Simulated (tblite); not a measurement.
# As14Ga14H34: the cost of one run

Computed with tblite 0.8.0 and PySCF 2.14.0 and routines of our own; the level stands in each step. Atoms count from 0.

### 1 The starting structure

62 atoms, charge 0, multiplicity 1; geometry from: force field, distance geometry or constructed start.

### 2 Optimising the geometry with GFN1-xTB, one coordinate held

What the job is given:

```
{"job": {"kind": "relax", "xc": "GFN1-xTB", "basis": "xTB"}, "charge": 0, "multiplicity": 1}
As     1.482900    -2.345100    -2.041600
As    -2.514400    -2.345100    -2.041600
As    -0.515800    -5.806800    -2.041600
As     3.481500    -1.191100     1.222100
Ga     3.481500    -1.191100    -1.225700
As    -0.515800    -1.191100     1.222100
Ga    -0.515800    -1.191100    -1.225700
Ga     1.482900    -2.345100     2.038100
As     1.482900    -4.652900     1.222100
Ga     1.482900    -4.652900    -1.225700
Ga    -2.514400    -2.345100     2.038100
As    -2.514400    -4.652900     1.222100
Ga    -2.514400    -4.652900    -1.225700
Ga    -0.515800    -5.806800     2.038100
As     1.482900     4.578400    -2.041600
As     3.481500     1.116700    -2.041600
As    -2.514400     4.578400    -2.041600
As    -0.515800     1.116700    -2.041600
As    -0.515800     5.732300     1.222100
Ga    -0.515800     5.732300    -1.225700
Ga     1.482900     4.578400     2.038100
As     1.482900     2.270600     1.222100
Ga     1.482900     2.270600    -1.225700
Ga     3.481500     1.116700     2.038100
Ga    -2.514400     4.578400     2.038100
As    -2.514400     2.270600     1.222100
Ga    -2.514400     2.270600    -1.225700
Ga    -0.515800     1.116700     2.038100
H      1.482900    -2.345100    -3.561600
H     -3.755500    -1.628500    -1.535000
H     -2.514400    -2.345100    -3.561600
H     -0.515800    -5.806800    -3.561600
H     -0.515800    -7.239900    -1.535000
H      4.722600    -1.907700     1.728800
H      4.747100    -1.921800    -1.742400
H      1.482900    -2.345100     3.588100
H      2.723900    -5.369400     1.728800
H      2.748400    -5.383600    -1.742400
H     -3.780000    -1.614400     1.521400
H     -2.514400    -2.345100     3.588100
H     -3.755500    -5.369400     1.728800
H     -3.780000    -5.383600    -1.742400
H     -0.515800    -5.806800     3.588100
H     -0.515800    -7.268100     1.521400
H      1.482900     4.578400    -3.561600
H      2.723900     5.295000    -1.535000
H      3.481500     1.116700    -3.561600
H      4.722600     1.833200    -1.535000
H     -3.755500     5.295000    -1.535000
H     -2.514400     4.578400    -3.561600
H     -0.515800     1.116700    -3.561600
H     -0.515800     7.165400     1.728800
H     -0.515800     7.193700    -1.742400
H      2.748400     5.309100     1.521400
H      1.482900     4.578400     3.588100
H      4.747100     1.847400     1.521400
H      3.481500     1.116700     3.588100
H     -3.780000     5.309100     1.521400
H     -2.514400     4.578400     3.588100
H     -3.755500     1.554100     1.728800
H     -3.780000     1.539900    -1.742400
H     -0.515800     1.116700     3.588100
```

Command:

```
> OMP_NUM_THREADS=4 python large_run.py task.json out
```

One launch serves the whole session: the jobs run in the order shown.

Q: Estimate the wall time and peak memory of this first job on 4 threads of Arm Neoverse V1, shared host.

About 5.4 s, with a peak of 0.13 GiB.
